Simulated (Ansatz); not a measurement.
Run this with Ansatz 0.2.0, Python API and show what comes out.

`c2h6osi2.py`
```python
'''X-H bond energies and deprotonation of C2H6OSi2 without relaxation.'''

import ansatz

SETTINGS = {
    'basis': 'def2-TZVP',
    'functional': 'CAM-B3LYP',
}


def energy_of(molecule, charge=0, unpaired=0):
    calc = (
        molecule.calculation()
        .basis(gaussian=SETTINGS['basis'])
        .functional(SETTINGS['functional'])
    )
    if charge:
        calc = calc.charge(charge)
    if unpaired:
        calc = calc.spin('collinear', total=unpaired)
    return calc.run(threads=1).report['free_energy_ev']

def without(molecule, index):
    rest = ansatz.Crystal.molecule()
    for i, site in enumerate(molecule.cartesian_sites):
        if i != index:
            rest = rest.atom(site.symbol, site.position_ang)
    return rest

system = (
    ansatz.Crystal.molecule()
    .atom('C', (0.2805, 0.9252, 2.7092))
    .atom('C', (0.5336, 0.1145, 1.9081))
    .atom('O', (0.8692, -0.828, 1.036))
    .atom('Si', (-0.0805, -1.1625, -0.1927))
    .atom('Si', (-0.0693, 0.4438, -1.8508))
    .atom('H', (-0.0342, 1.7397, 3.3999))
    .atom('H', (-1.5133, -1.303, 0.3479))
    .atom('H', (0.2525, -2.4729, -0.7842))
    .atom('H', (-0.4579, 1.7985, -1.2474))
    .atom('H', (1.3009, 0.567, -2.382))
    .atom('H', (-1.0161, 0.1206, -2.9234))
)

whole = energy_of(system, 0)
hydrogen = energy_of(ansatz.Crystal.molecule().atom('H', (0, 0, 0)), 0, 1)
print(f'E(molecule) = {whole:.5f} eV, E(H) = {hydrogen:.5f} eV')
for index in [5, 7, 10]:
    radical = energy_of(without(system, index), 0, 1)
    print(f'H{index}: homolysis {23.060548 * (radical + hydrogen - whole):.1f} kcal/mol')
    anion = energy_of(without(system, index), -1)
    print(f'H{index}: loss of a proton {23.060548 * (anion - whole):.1f} kcal/mol')
```

`python c2h6osi2.py` gives:
```text
E(molecule) = -19972.46545 eV, E(H) = -13.57334 eV
H5: homolysis 141.5 kcal/mol
H5: loss of a proton 384.9 kcal/mol
H7: homolysis 94.2 kcal/mol
H7: loss of a proton 380.3 kcal/mol
H10: homolysis 92.7 kcal/mol
H10: loss of a proton 370.0 kcal/mol
```

Caveats:
- Total energies depend on the basis set; only differences at equal settings carry meaning.
- The geometry is a force-field or estimated start, not a minimum of this method, and the basis set is short of its limit. All parts are taken at fixed geometry, without zero-point energy.
- Anions want diffuse functions, which this basis lacks.
- Hardware and time: 2.6 min on 1 thread of Intel(R) Xeon(R) Platinum 8375C CPU @ 2.90GHz (Ice Lake), on a shared host, peak memory 1 GiB.

(Lines on the test bed's own set-up are left out of the output.)
